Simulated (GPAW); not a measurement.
Set up this calculation in GPAW 26.7.0, as an ASE script.

* Task: equation of state
* Functional: r2SCAN
* Potentials or basis: GPAW PAW data sets (gpaw-data 1.2.1)
* Cutoff: 800 eV
* Basis: pw
* k mesh: 5 × 5 × 5
* Occupations: fermi-dirac, width 0.05 eV
* Spin: no spin polarisation
* Maxiter: 150
* Eos scales: [0.94, 0.96, 0.98, 1.0, 1.02, 1.04, 1.06]

Mg3GaO4:

```
CELL_PARAMETERS angstrom
4.36349 0.00000 0.00000
0.00000 4.36349 0.00000
0.00000 0.00000 4.36349
ATOMIC_POSITIONS crystal
Ga 0.00000 0.00000 0.00000
Mg 0.50000 0.50000 0.00000
Mg 0.50000 0.00000 0.50000
Mg 0.00000 0.50000 0.50000
O 0.00000 0.50000 0.00000
O 0.00000 0.00000 0.50000
O 0.50000 0.50000 0.50000
O 0.50000 0.00000 0.00000
```

The cell comes from a database or a generator and needn't be the stable form of this composition.

The input as run:

run.py

```python
from ase import Atoms
from ase.eos import EquationOfState
from ase.io import Trajectory
from ase.units import GPa
from gpaw import GPAW, PW

atoms = Atoms(['Ga', 'Mg', 'Mg', 'Mg', 'O', 'O', 'O', 'O'],
              cell=[[4.363491, 0.0, 0.0],
                    [0.0, 4.363491, 0.0],
                    [0.0, 0.0, 4.363491]],
              scaled_positions=[[0.0, 0.0, 0.0],
                                [0.5, 0.5, 0.0],
                                [0.5, 0.0, 0.5],
                                [0.0, 0.5, 0.5],
                                [0.0, 0.5, 0.0],
                                [0.0, 0.0, 0.5],
                                [0.5, 0.5, 0.5],
                                [0.5, 0.0, 0.0]],
              pbc=True)

traj = Trajectory('eos.traj', 'w')
volumes, energies = [], []
for x in [0.94, 0.96, 0.98, 1.0, 1.02, 1.04, 1.06]:
    a = atoms.copy()
    a.set_cell(atoms.cell * x**(1 / 3), scale_atoms=True)
    calc = GPAW(mode=PW(800),
                xc='MGGA_X_R2SCAN+MGGA_C_R2SCAN',
                kpts={'size': (5, 5, 5), 'gamma': True},
                occupations={'name': 'fermi-dirac', 'width': 0.05},
                nbands=48,
                convergence={'density': 1e-05, 'energy': 1e-05},
                maxiter=150,
                txt=f'eos-{x:.2f}.txt')
    a.calc = calc
    energies.append(a.get_potential_energy(force_consistent=True))
    volumes.append(a.get_volume())
    p = -a.get_stress()[:3].mean() / GPa
    calc.write(f'eos-{x:.2f}.gpw')
    traj.write(a)
    print(f'{x:.2f} {volumes[-1]:10.4f} A^3 {energies[-1]:14.6f} eV {p:9.3f} GPa', flush=True)

v0, e0, B = EquationOfState(volumes, energies, eos='birchmurnaghan').fit()
print(f'V0 = {v0:.4f} A^3, E0 = {e0:.6f} eV, B0 = {B / GPa:.2f} GPa')
```

Potentials or basis: GPAW PAW data sets (gpaw-data 1.2.1), pw.

Command:

```sh
$ OMP_NUM_THREADS=1 python run.py
```

It gave:

| Quantity | Value |
| --- | --- |
| Equilibrium volume | 10.07 Å³/atom (rough: see the caveat) |
| Bulk modulus | 169 GPa (rough) |

Caveat: the data sets keep Ga 3d, Li 1s and Be 1s frozen, and some such compounds lay over 1.5 % in volume off other programs; the points scatter about the fit; the PAW data sets were made with another functional, which shifts forces and pressure a little.

Run time: 11 min on 1 thread of Arm Neoverse V2, with other jobs on the host, peak memory 0.88 GiB.
